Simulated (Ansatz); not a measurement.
# H7N3Si: the cost of one run

Method: RKS PBE0/def2-SVP, in Ansatz 0.2.0.

### Step 1. Starting point

Bond lengths: Si1–H2 1.660 Å, Si1–N3 2.020 Å, N3–H4 1.060 Å, N3–H5 1.060 Å, Si1–N6 1.819 Å, N6–H7 1.060 Å, N6–H8 1.060 Å, Si1–N9 1.819 Å, N9–H10 1.060 Å, N9–H11 1.060 Å. Angles (14 of 15 angles, heavy atoms first): N3–Si1–N6 122.8°, N3–Si1–N9 122.8°, N6–Si1–N9 109.5°, H2–Si1–N3 45.6°, H2–Si1–N6 121.5°, H2–Si1–N9 121.5°, Si1–N3–H4 114.2°, Si1–N3–H5 114.5°, Si1–N6–H7 120.0°, Si1–N6–H8 120.0°, Si1–N9–H10 120.0°, Si1–N9–H11 120.0°, H4–N3–H5 120.0°, H7–N6–H8 120.0°.

As a file:

```xyz
11

Si    0.0000    0.0000    0.0000
H     0.8198    0.0000    1.4434
N     1.9526    0.0000    0.5176
H     2.4509   -0.9180    0.3369
H     2.4539    0.9180    0.3453
N    -0.8572    1.4851   -0.6061
H    -1.8773    1.4300   -0.8888
H    -0.3367    2.4058   -0.6766
N    -0.8572   -1.4851   -0.6061
H    -1.3922   -2.1014    0.0704
H    -0.8219   -1.7344   -1.6357
```

### Step 2. A restrained relaxation towards end A

Springs on the bonds that form and break draw the guess towards this end; the thresholds are loose.

Contents of input.yaml:

```yaml
crystal:
  periodic: [false, false, false]
  atoms:
    - { symbol: Si, position_ang: [0.0, 0.0, 0.0] }
    - { symbol: H, position_ang: [0.8198, 0.0, 1.4434] }
    - { symbol: "N", position_ang: [1.9526, 0.0, 0.5176] }
    - { symbol: H, position_ang: [2.4509, -0.918, 0.3369] }
    - { symbol: H, position_ang: [2.4539, 0.918, 0.3453] }
    - { symbol: "N", position_ang: [-0.8572, 1.4851, -0.6061] }
    - { symbol: H, position_ang: [-1.8773, 1.43, -0.8888] }
    - { symbol: H, position_ang: [-0.3367, 2.4058, -0.6766] }
    - { symbol: "N", position_ang: [-0.8572, -1.4851, -0.6061] }
    - { symbol: H, position_ang: [-1.3922, -2.1014, 0.0704] }
    - { symbol: H, position_ang: [-0.8219, -1.7344, -1.6357] }
basis:
  gaussian: { orbitals: def2-SVP }
hamiltonian:
  xc: pbe0
relax:
  f_tol: 0.15
  max_steps: 25
  restrain:
    - { distance: [1, 2], at: 2.26, k: 30.0 }
    - { distance: [0, 1], at: 1.46, k: 30.0 }
    - { distance: [0, 2], at: 1.82, k: 30.0 }
```

Command:

```sh
$ ansatz run input.yaml --threads 2 --pin off --max-ram 3072MiB --backend cpu --events-out ev --progress --plain --runs-dir out
```

What time and memory should one allow on 2 threads of Arm Neoverse V2, shared host?

About 32 s, with a peak of 0.18 GiB.
